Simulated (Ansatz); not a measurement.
# C3H7B: the cost of one run

Computed with Ansatz 0.2.0. Level: RHF/def2-TZVP.

### Step 1. Where the work starts

SMILES `BC(=C)C`, 11 atoms, charge 0, spin multiplicity 1.

Atoms are counted from 1 here; the program's logs count them from 0.

Bond lengths: B1–C2 1.551 Å, B1–H5 1.220 Å, B1–H6 1.218 Å, C2–C3 1.363 Å, C2–C4 1.511 Å, C3–H7 1.106 Å, C3–H8 1.102 Å, C4–H9 1.111 Å, C4–H10 1.111 Å, C4–H11 1.109 Å. Angles: C2–B1–H5 121.4°, C2–B1–H6 119.6°, H5–B1–H6 119.1°, B1–C2–C3 117.3°, B1–C2–C4 121.3°, C3–C2–C4 121.4°, C2–C3–H7 122.5°, C2–C3–H8 120.9°, H7–C3–H8 116.7°, C2–C4–H9 110.9°, C2–C4–H10 110.8°, C2–C4–H11 112.9°, H9–C4–H10 105.7°, H9–C4–H11 108.2°, H10–C4–H11 108.1°.

Geometry (Å):

| atom | x (Å) | y (Å) | z (Å) |
| --- | --- | --- | --- |
| B1 | -0.5510 | 1.3853 | 0.5000 |
| C2 | 0.0116 | -0.0160 | 0.1445 |
| C3 | 0.3422 | -0.8386 | 1.1793 |
| C4 | 0.1823 | -0.4518 | -1.2925 |
| H5 | -0.8797 | 2.1762 | -0.3683 |
| H6 | -0.6701 | 1.7062 | 1.6693 |
| H7 | 0.7451 | -1.8570 | 1.0228 |
| H8 | 0.2172 | -0.5113 | 2.2243 |
| H9 | -0.7797 | -0.3857 | -1.8433 |
| H10 | 0.8822 | 0.2241 | -1.8285 |
| H11 | 0.5653 | -1.4885 | -1.3872 |

This geometry comes from a loose relaxation at PBE in a small basis, which is not shown.

### Step 3. Setting up the map

The axes are (1) dihedral H5–B1–C2–C4: 12 values from −180 to 150 °, periodic; (2) dihedral C4–C2–C3–H7: 12 values from −180 to 150 °, periodic.

Nothing else is relaxed (all other coordinates rigid). Energies count from the relaxed molecule at the same level.

(The set-up runs are not shown.)

### Step 4. The run at dihedral H5–B1–C2–C4 = 150°, dihedral C4–C2–C3–H7 = −180°

input.yaml reads:

```yaml
crystal:
  periodic: [false, false, false]
  atoms:
    - { symbol: B, position_ang: [-0.54457, 1.386069, 0.50404] }
    - { symbol: C, position_ang: [0.013129, -0.022334, 0.153496] }
    - { symbol: C, position_ang: [-0.395764, -0.589137, -0.977186] }
    - { symbol: C, position_ang: [0.989064, -0.718674, 1.072923] }
    - { symbol: H, position_ang: [-0.853436, 2.160886, -0.348878] }
    - { symbol: H, position_ang: [-0.669813, 1.706162, 1.644287] }
    - { symbol: H, position_ang: [-1.091216, -0.110302, -1.647459] }
    - { symbol: H, position_ang: [-0.044673, -1.560765, -1.272304] }
    - { symbol: H, position_ang: [1.885057, -0.120755, 1.207094] }
    - { symbol: H, position_ang: [0.55611, -0.859793, 2.058295] }
    - { symbol: H, position_ang: [1.284628, -1.689389, 0.691589] }
basis:
  gaussian: { orbitals: def2-TZVP }
hamiltonian:
  xc: hf
output:
  forces: true
```

Command:

```console
$ ansatz run input.yaml --threads 1 --pin off --max-ram 2560MiB --backend cpu --events-out ev --progress --plain --runs-dir out
```

Q: Estimate wall time and peak memory on 1 thread of Arm Neoverse V1, shared host.

About 3.6 s, with a peak of 0.31 GiB.
